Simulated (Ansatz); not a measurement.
# The palladium atom (singlet): the correlation ladder, def2-TZVPP

Aim: climb from Hartree-Fock through coupled cluster and multireference methods for the palladium atom (singlet) at one geometry and basis, and see what each rung misses.

Program: Ansatz 0.2.0, Gaussian basis. Level of theory: def2-TZVPP, core rule «outside noble gas», up to 4 orbitals frozen. These are calculated values, not measurements.

The runs, in order: UHF; CCSD(T) on RHF; CISD; CCSDT(Q) on RHF; CASSCF and MRCISD+Q, 10 electrons in 6 orbitals; CASSCF and MRCISD+Q(relaxed), 10 electrons in 6 orbitals; CASSCF and NEVPT4(SD), 10 electrons in 6 orbitals; CASSCF and NEVPT2, 10 electrons in 6 orbitals.

### 1 The atom

A free atom, in its lowest state of this spin that the program finds. No spin-orbit coupling is included. Elements past krypton take def2 core potentials.

1 atom, charge 0, spin multiplicity 1.

### 2 UHF

Contents of in.yaml:

```yaml
crystal:
  periodic: [false, false, false]
  atoms:
    - {symbol: Pd, position_ang: [0.000000, 0.000000, 0.000000]}
basis:
  gaussian: {orbitals: def2-TZVPP}
magnetization: {spin_polarized: true, initial_magnetization: 0}
hamiltonian: {xc: hf}
output: {orbitals: {seedname: orbitals}}
```

On the command line:

```sh
$ ansatz run in.yaml --threads 1 --pin off --events-out ev --progress --plain --max-ram 2393MiB
```

After this run come: CCSD(T) on RHF; CISD; CCSDT(Q) on RHF; CASSCF and MRCISD+Q, 10 electrons in 6 orbitals; CASSCF and MRCISD+Q(relaxed), 10 electrons in 6 orbitals; CASSCF and NEVPT4(SD), 10 electrons in 6 orbitals; CASSCF and NEVPT2, 10 electrons in 6 orbitals.

**Question.** What will the summary of the whole plan be? Wanted: RCCSDT(Q) below the RHF energy; RMP2 from RCCSDT(Q); RCCSD from RCCSDT(Q); RCCSD(T) from RCCSDT(Q); NEVPT2 valence from RCCSDT(Q); NEVPT4(SD) valence from RCCSDT(Q); MRCISD+Q valence from RCCSDT(Q); T1 diagnostic; effectively unpaired electrons.

**Answer**, as computed:

| quantity | value |
| --- | --- |
| RCCSDT(Q) below the RHF energy | -9.3074 eV |
| RMP2 from RCCSDT(Q) | -457.9 meV |
| RCCSD from RCCSDT(Q) | +359.3 meV |
| RCCSD(T) from RCCSDT(Q) | -17.8 meV |
| NEVPT2 valence from RCCSDT(Q) | +732.6 meV |
| NEVPT4(SD) valence from RCCSDT(Q) | +251.9 meV |
| MRCISD+Q valence from RCCSDT(Q) | +259.9 meV |
| levels within 1 kcal/mol (43 meV) | RCCSD(T), RCCSDT |
| T1 diagnostic | 0.004 |
| effectively unpaired electrons | 0.00 |

What this shows: RCCSD(T) misses by -17.8 meV, 0.2 % of the correlation energy. One determinant dominates. Of the multireference levels listed NEVPT4(SD) valence comes nearest in total energy (+251.9 meV), which doesn't show that its space is the better one. These misses are within one basis, not against nature.
